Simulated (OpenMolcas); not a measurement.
# Ag⁴⁺ among point charges: CASSCF and CASPT2 levels and susceptibility

How does a field of 6 point charges split the states of Ag⁴⁺, and what χT follows?

Method: state-averaged CASSCF and CASPT2, spin-orbit coupling by RASSI with atomic mean-field integrals. Code: OpenMolcas 26.06.

## 1. What is computed

```
Species                           : Ag⁴⁺ (silver, Z = 47, 43 electrons)
Basis                             : ANO-RCC-VDZP [6s5p3d1f], 43 functions
Scalar Hamiltonian                : DKH2, point nucleus
Inactive shells                   : 1s 2s 2p 3s 3p 3d 4s 4p
Active space                      : 7 electrons in 5 orbitals (4d)
Some configurations of this space : 4d⁷
Orbitals                          : optimised for each spin and parity, averaged over all roots
```

The outer shells:

4d7
```
4d [↑↓][↑↓][↑ ][↑ ][↑ ]
```

The ion sits among 6 point charges of -1.7 e arranged as a tetragonal octahedron (D4h), 1.9 Å from the ion.

The work runs as a chain of OpenMolcas steps in one folder; each step below is one input file. Labels, J, g values, rates, χT and fits are worked out afterwards by a script from the matrices that RASSI stores. The input lists half of the charges; inversion (Group=XYZ) makes the rest.

## 2. One- and two-electron integrals

File a.inp:

```
&GATEWAY
Coord
1

Ag 0.0 0.0 0.0
Basis=ANO-RCC-VDZP
Group=XYZ
NoMove
AngMom=0.0 0.0 0.0
AMFI
XField
3 Angstrom 0
1.900000 0.000000 0.000000 -1.700000
0.000000 1.900000 0.000000 -1.700000
0.000000 0.000000 1.900000 -1.700000
&SEWARD
```

Command:

```
$ OMP_NUM_THREADS=1 MOLCAS_MEM=1689 MOLCAS_PROJECT=a pymolcas a.inp > a.log
```

## 3. CASSCF: quartets of even parity, 10 roots

File a.inp:

```
&RASSCF
FileOrb=start.orb
Symmetry=1
Spin=4
nActEl=7 0 0
Inactive=9 9
Ras2=5 0
CIRoot=10 10 1
SDav=10
CIMx=300
Iter=120 100
PrWF=0.3
OrbListing=Nothing
MaxOrb=0
>>> COPY $Project.JobIph JOB001
```

start.orb holds the contracted functions of the basis, ordered by shell, or the orbitals of the step before.

## 4. Reference wave functions, doublets of even parity, 40 roots

File a.inp:

```
&RASSCF
FileOrb=start.orb
Symmetry=1
Spin=2
nActEl=7 0 0
Inactive=9 9
Ras2=5 0
CIRoot=40 40 1
SDav=40
CIMx=300
Iter=120 100
PrWF=0.3
OrbListing=Nothing
MaxOrb=0
>>> COPY $Project.JobIph JOB002
```

## 5. State interaction with spin-orbit coupling

File a.inp:

```
&RASSI
NrOfJobIphs=2 10 40
1 2 3 4 5 6 7 8 9 10
1 2 3 4 5 6 7 8 9 10 11 12 13 14 15 16 17 18 19 20 21 22 23 24 25 26 27
28 29 30 31 32 33 34 35 36 37 38 39 40
IphNames
JOB001
JOB002
EJob
SpinOrbit
DIPRint=1.0
SOCoupling=1000.0
Subsets=2
Property=9
'ANGMOM' 1 'ANGMOM' 2 'ANGMOM' 3 'MLTPL  1' 1 'MLTPL  1' 2 'MLTPL  1' 3
'AMFI' 1 'AMFI' 2 'AMFI' 3
SOProperty=3
'ANGMOM' 1 'ANGMOM' 2 'ANGMOM' 3
```

## 6. CASPT2: IPEA 0.25, imaginary shift 0.1 (closed shells correlated: 4s 4p)

File a.inp:

```
>>> COPY JOB001 $Project.JobIph
&CASPT2
Multistate=10 1 2 3 4 5 6 7 8 9 10
NoMult
Frozen=8 6
IPEA=0.25
Imaginary=0.1
MaxIter=60
WThr=0.0 0.3 0.05
PrWF=0.5
NoMix
>>> COPY JOB002 $Project.JobIph
&CASPT2
Multistate=40 1 2 3 4 5 6 7 8 9 10 11 12 13 14 15 16 17 18 19 20 21 22
23 24 25 26 27 28 29 30 31 32 33 34 35 36 37 38 39 40
NoMult
Frozen=8 6
IPEA=0.25
Imaginary=0.1
MaxIter=60
WThr=0.0 0.3 0.05
PrWF=0.5
NoMix
```

(Steps that only read results are left out.)

What does the calculation give? Wanted: spin-free ground state; first state of the same spin within the active space; lowest level; next level.

**Answer**, as computed:

| quantity | value |
| --- | --- |
| method | SS-CASPT2, IPEA 0.25, imaginary shift 0.1 (closed shells correlated: 4s 4p) |
| spin-free ground state | quartet, 3-fold in its orbital part |
| first state of the same spin within the active space | quartet at 5750 cm⁻¹ |
| lowest level | 2-fold E1/2, g = 4.84, 4.84, 4.84 |
| next level | 998.5 cm⁻¹ |
| χT at 300 K | 3.39 cm³ K/mol |
| effective moment at 300 K | 5.20 μB |

Cost by method:

```
                                              method  time of its own steps  time with the reference
                                           A. CASSCF                   10 s                     10 s
B. SS-CASPT2, IPEA 0.25, imaginary shift 0.1, +4s 4p                  3.2 s                     13 s
```

Times are of one thread on a shared host.

What this shows: The spin-free ground state (quartet) comes to 98 % from free-ion F terms and keeps the highest spin of the shell. χT at 300 K is 3.39, against 1.88 cm³ K/mol for the spin alone, so orbital moment adds to it. An active space of the d shell alone favours high spin; real ions in strong fields can be low spin. CASPT2 does not keep the components of a term degenerate, and the means are used. The field of point charges can differ much from that of real complexes. With metal d orbitals alone active, the gaps between spin states are rough; where two lie within a few thousand cm-1, their order is open. This is an electrostatic model: the charges have no orbitals.
